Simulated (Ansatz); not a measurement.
# C: properties at the relaxed cell

The task here is to estimate one member of a computed series from the others.

Program: Ansatz 0.2.0. Level of theory: DFT r2SCAN+D3(BJ), scalar-relativistic, plane waves, PAW. These are calculated values, not measurements.

2 further runs of the same task are left out: 2 set aside as unsound or not needed.

## Starting point

Symmetry: P6_3/mmc, No. 194, hexagonal system. Conventional cell: a = 2.455 Å, b = 2.455 Å, c = 6.730 Å, α = 90.00°, β = 90.00°, γ = 120.00°. Around C (site symmetry -6m2) lie 3 C at 1.42 Å.

Structure file:

```cif
data_structure
_symmetry_space_group_name_H-M 'P 1'
_symmetry_Int_Tables_number 1
_cell_length_a 2.4555
_cell_length_b 2.4555
_cell_length_c 6.7304
_cell_angle_alpha 90.000
_cell_angle_beta 90.000
_cell_angle_gamma 120.000
_cell_volume 35.14
loop_
_atom_site_label
_atom_site_type_symbol
_atom_site_fract_x
_atom_site_fract_y
_atom_site_fract_z
_atom_site_occupancy
C1 C 0.00000 0.00000 0.25000 1
C2 C 0.00000 0.00000 0.75000 1
C3 C 0.33333 0.66667 0.25000 1
C4 C 0.66667 0.33333 0.75000 1
```

It goes back to an entry of the Materials Project.

This cell was relaxed beforehand with the same method: volume 8.79 Å³/atom, gap on the mesh none (metal).

The first run:

input.yaml reads:

```yaml
crystal:
  lattice:
    - [2.430648387, 0.0, 0.0]
    - [-1.2153241935, 2.1050032508, 0.0]
    - [0.0, 0.0, 6.6624158784]
  atoms:
    - { symbol: C, position: [0.0, 0.0, 0.25] }
    - { symbol: C, position: [0.0, 0.0, 0.75] }
    - { symbol: C, position: [0.3333333333, 0.6666666667, 0.25] }
    - { symbol: C, position: [0.6666666667, 0.3333333333, 0.75] }
basis:
  ecutwfc: 500
kpoints:
  mp_grid: { grid: [21, 21, 6] }
hamiltonian:
  xc: r2scan
  dispersion: d3bj
scf:
  occupations: { method: gaussian, width: 0.1 }
output:
  forces: true
  stress: true
  eigenvalues: true
  write_density: true
  write_potential: true
  elf: true
  volumetric_format: npy
relax:
  adjacent_minimum: "off"
  f_tol: 0.01
  max_steps: 30
  cell: { stress_tol: 0.1, fix: [volume] }
```

Launch:

```bash
$ ansatz run input.yaml --threads 1 --pin off --max-ram 2560MiB --backend cpu --events-out ev --progress --plain --runs-dir out
```

Among the steps run: The cell scaled to 0.97 of its volume; Volume × 1.03; Point at V/V0 = 0.94; Volume × 1.06; Point at V/V0 = 0.91; Volume × 1.10; Volume × 0.88.

One table of the session follows, with a row left open; its other results are not shown here.

It belongs to the step «Energy against volume». 

```
volume (Å³/atom)  energy above the lowest point (meV/atom)  pressure (GPa)
           7.731                                      23.1            8.71
           7.995                                      11.5            5.50
           8.259                                       4.5            3.09
           8.522                                         ?               ?
           8.786                                       0.0            0.00
           9.049                                       0.8           -0.89
           9.313                                       2.8           -1.49
           9.664                                       6.6           -1.93
```

Estimate the missing values for volume (Å³/atom) = 8.522.

Worked estimate for «energy above the lowest point (meV/atom)». A straight line through the neighbours (8.259, 4.5) and (8.786, 0.0) gives 4.5 + (0.0 − 4.5) × (8.522 − 8.259) / (8.786 − 8.259) = 2.3; a parabola fitted to 4 rows on both sides gives 1.0.

The run gave: energy above the lowest point (meV/atom): 1.0; pressure (GPa): 1.30. In «energy above the lowest point (meV/atom)» the line misses by +1.3 and the parabola by 0.0.

Caveats from the session: Warnings in the runs' records: dispersion damping borrowed.
